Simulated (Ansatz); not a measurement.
**ClFH₂NSn radical: small, medium and large basis sets**

Aim: see how fast density functionals converge with the basis set for ClFH₂NSn radical.

Program: Ansatz 0.2.0, Gaussian basis. Level of theory: one geometry, several basis sets. These are calculated values, not measurements.

The runs, in order: PBE0-D4/def2-SVP; ωB97M-V/def2-SVP; PBE0-D4/def2-QZVPP; ωB97M-V/def2-QZVPP; the functionals' def2-TZVPP values are taken from earlier runs.

## Step 1: Structure used throughout

The geometry comes from an earlier relaxation with PBE0-D4 in a triple-zeta def2 set; it is a stationary point. Sn takes the def2 core potential; no spin-orbit term is included.

SMILES `[NH2][Sn]([F])[Cl]`, 6 atoms, charge 0, spin multiplicity 2.

Atoms are counted from 1 here; the program's logs count them from 0.

Bond lengths: N1–Sn2 2.044 Å, N1–H5 1.015 Å, N1–H6 1.016 Å, Sn2–F3 1.926 Å, Sn2–Cl4 2.342 Å. Angles: Sn2–N1–H5 113.7°, Sn2–N1–H6 112.2°, H5–N1–H6 108.0°, N1–Sn2–F3 100.7°, N1–Sn2–Cl4 106.4°, F3–Sn2–Cl4 105.7°.

## Step 2: PBE0-D4 in def2-SVP

in.yaml

```yaml
crystal:
  periodic: [false, false, false]
  atoms:
    - {symbol: N, position_ang: [0.070826, 0.907178, -0.590032]}
    - {symbol: Sn, position_ang: [-0.475100, -0.848871, 0.301695]}
    - {symbol: F, position_ang: [0.916822, -2.020907, -0.330952]}
    - {symbol: Cl, position_ang: [-0.083168, -0.576234, 2.594630]}
    - {symbol: H, position_ang: [-0.581803, 1.667823, -0.428092]}
    - {symbol: H, position_ang: [0.194423, 0.806914, -1.593451]}
basis:
  gaussian: {orbitals: def2-SVP}
magnetization: {spin_polarized: true, initial_magnetization: 1}
hamiltonian: {xc: pbe0, dispersion: d4}
output: {orbitals: {seedname: orbitals}}
```

Run with:

```sh
> ansatz run in.yaml --threads 4 --pin off --events-out ev --progress --plain --max-ram 10444MiB
```

The runs that follow: ωB97M-V in def2-SVP; PBE0-D4 in def2-QZVPP; ωB97M-V in def2-QZVPP.

Before running them: what should the planned runs give, taken together? Wanted: PBE0-D4: double and triple zeta above quadruple; ωB97M-V: double and triple zeta above quadruple.

The runs gave:

| quantity | value |
| --- | --- |
| PBE0-D4: double and triple zeta above quadruple | 10.86, 0.70 eV |
| ωB97M-V: double and triple zeta above quadruple | 10.94, 0.67 eV |

For PBE0-D4 the step from double to triple zeta gains 10.16 eV and the next only 0.70 eV. These are total energies; as a rule much of such shifts cancels in differences, which this series doesn't test.
